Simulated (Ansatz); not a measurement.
# SiCl₃+: basis-set convergence

How large a basis does SiCl₃+ need? Two functionals and correlated methods are run in growing sets.

Program: Ansatz 0.2.0, Gaussian basis. Level of theory: one geometry, several basis sets. These are calculated values, not measurements.

Levels to be run: PBE0-D4/def2-SVP; ωB97M-V/def2-SVP; PBE0-D4/def2-QZVPP; ωB97M-V/def2-QZVPP; CCSD(T)/cc-pV(D+d)Z; CCSD(T)/cc-pV(T+d)Z; CCSD(T)/cc-pV(Q+d)Z; the functionals' def2-TZVPP values are taken from earlier runs.

## Step 1: The relaxed structure

All runs share one geometry, relaxed beforehand with PBE0-D4 in a triple-zeta def2 set.

SMILES `Cl[Si+](Cl)Cl`, 4 atoms, charge 1, spin multiplicity 1.

Atoms are counted from 1 here; the program's logs count them from 0.

Bond lengths: Cl1–Si2 1.947 Å, Si2–Cl3 1.947 Å, Si2–Cl4 1.947 Å. Angles: Cl1–Si2–Cl3 120.0°, Cl1–Si2–Cl4 120.0°, Cl3–Si2–Cl4 120.0°.

## Step 2: PBE0-D4 in def2-SVP

Input file in.yaml:

```yaml
crystal:
  periodic: [false, false, false]
  atoms:
    - {symbol: Cl, position_ang: [-1.556046, -0.622342, 0.990905]}
    - {symbol: Si, position_ang: [-0.000013, -0.000081, -0.000072]}
    - {symbol: Cl, position_ang: [1.772029, -0.669592, 0.449493]}
    - {symbol: Cl, position_ang: [-0.215970, 1.292014, -1.440326]}
basis:
  gaussian: {orbitals: def2-SVP}
total_charge: 1
hamiltonian: {xc: pbe0, dispersion: d4}
output: {orbitals: {seedname: orbitals}}
```

On the command line:

```bash
$ ansatz run in.yaml --threads 2 --pin off --events-out ev --progress --plain --max-ram 32768MiB --backend cpu
```

After this run come: ωB97M-V in def2-SVP; PBE0-D4 in def2-QZVPP; ωB97M-V in def2-QZVPP; CCSD(T) in cc-pV(D+d)Z; CCSD(T) in cc-pV(T+d)Z; CCSD(T) in cc-pV(Q+d)Z.

Q: Predict the results of all the runs planned. Wanted: MP2 correlation recovered, cc-pV(D+d)Z; MP2 correlation recovered, cc-pV(T+d)Z; MP2 correlation recovered, cc-pV(Q+d)Z; CCSD(T) limit from def2 sets; PBE0-D4: double and triple zeta above quadruple; ωB97M-V: double and triple zeta above quadruple.

The runs gave:

```
                                                                 quantity           value
                                   MP2 correlation recovered, cc-pV(D+d)Z          64.0 %
                                   MP2 correlation recovered, cc-pV(T+d)Z          85.4 %
                                   MP2 correlation recovered, cc-pV(Q+d)Z          93.9 %
CCSD(T) limit from def2 sets (earlier runs) less the limit of this series        -205 meV
                          PBE0-D4: double and triple zeta above quadruple  17.44, 1.36 eV
                          ωB97M-V: double and triple zeta above quadruple  17.13, 1.28 eV
```

PBE0-D4 gains 16.08 eV from double to triple zeta, then 1.36 eV more. Correlation climbs from 64 % (cc-pV(D+d)Z) to 94 % (cc-pV(Q+d)Z) of the limit; Hartree-Fock is 0.120 eV from its own by then. A limit from the def2 sets, made apart, differs by 205 meV, a least measure of the doubt on such a limit. These are total energies; as a rule much of such shifts cancels in differences, which this series doesn't test.
